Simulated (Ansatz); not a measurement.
Tl2 in a box, plane waves

Ansatz 0.2.0, DFT PBE, spin-orbit coupling, plane waves, PAW, molecule in a box. The geometry was relaxed with Gaussian bases (B3LYP; Tl def2-SVP with ECP60) as a triplet.

```yaml
crystal:
  lattice:
    - [9.0, 0.0, 0.0]
    - [0.0, 9.0, 0.0]
    - [0.0, 0.0, 12.2]
  atoms:
    - { symbol: Tl, position: [0.5, 0.5, 0.6314582], spin: 1.0, spin_axis: [0.0, 0.0, 1.0] }
    - { symbol: Tl, position: [0.5, 0.5, 0.36885246], spin: 1.0, spin_axis: [0.0, 0.0, 1.0] }
basis:
  ecutwfc: 420
  ecutrho_ratio: 4
kpoints:
  mp_grid: { grid: [1, 1, 1] }
hamiltonian:
  xc: pbe
scf:
  occupations: { method: gaussian, width: 0.01 }
output:
  forces: true
  eigenvalues: true
  populations: true
  write_density: true
  write_potential: true
  elf: true
  volumetric_format: npy
magnetization:
  noncollinear: true
  spin_orbit: true
```

Command:
```sh
ansatz run input.yaml --threads 2 --pin off --max-ram 5120MiB --backend cpu --events-out ev --progress --plain --runs-dir out
```
It took 88 s on 2 threads of Arm Neoverse V1 (shared host), peak memory 1.3 GiB.

**Question.** How does the SCF go?

**Answer.** 
```
SCF iter   1: F=—  HF=-22957.180675 eV  |F-HF|=—  |Δ(HF+E_count)|=         —  Δρ=1.73e-2
preconditioner: auto → Resta (q_TF=auto, 1.488 Å⁻¹)  ε∞=2.7  [insulator: Δε(μ)=0.040 eV  Ē_g=1.285 eV  σ=0.010 eV  W_gap=1.00  n_s
spin=Noncollinear: Resta preconditioning applied to the charge; magnetization (m_x, m_y, m_z) channels mix plain (no charge-respon
SCF iter   2: F=—  HF=-22957.319547 eV  |F-HF|=—  |Δ(HF+E_count)|=   1.39e-1  Δρ=1.24e-2
SCF iter   3: F=—  HF=-22957.376786 eV  |F-HF|=—  |Δ(HF+E_count)|=   5.72e-2  Δρ=8.98e-3
...
SCF iter  10: F=—  HF=-22957.481258 eV  |F-HF|=—  |Δ(HF+E_count)|=   3.17e-6  Δρ=8.81e-6
SCF iter  11: F=—  HF=-22957.481261 eV  |F-HF|=—  |Δ(HF+E_count)|=   2.95e-6  Δρ=1.52e-6
iter 12 met the thresholds in force, and the SCF goes on: an eigenvalue changes by 0.07 meV, over its tolerance of 0.06 meV (outpu
SCF iter  12: F=-22957.481261 eV  HF=-22957.481261 eV  |F-HF|=2.02e-8  |Δ(HF+E_count)|=   4.19e-7  Δρ=1.30e-6
SCF iter  13: F=-22957.481262 eV  HF=-22957.481262 eV  |F-HF|=4.25e-9  |Δ(HF+E_count)|=   3.24e-8  Δρ=1.70e-7
```

**Question.** Which levels lie next to the highest filled one (eV, counted from it)?

**Answer.** Filled: -10.65, -10.60, -10.59, -10.57, -6.77, -6.23, -5.29, -4.82, -0.16, 0.00. Empty: 0.50, 0.54, 0.70, 1.26, 1.66, 1.97, 2.09, 2.45.

**Question.** What forces are left at this geometry, relaxed with Gaussian bases (eV/Å)?

**Answer.** 
```
Tl   0.00  0.00 -0.09
Tl   0.00  0.00  0.09
```

The open shells may stand above their lowest state.

The highest of the empty levels listed lie near the vacuum level and may be states of the box.

The forces come from the other functional as well as from the basis.
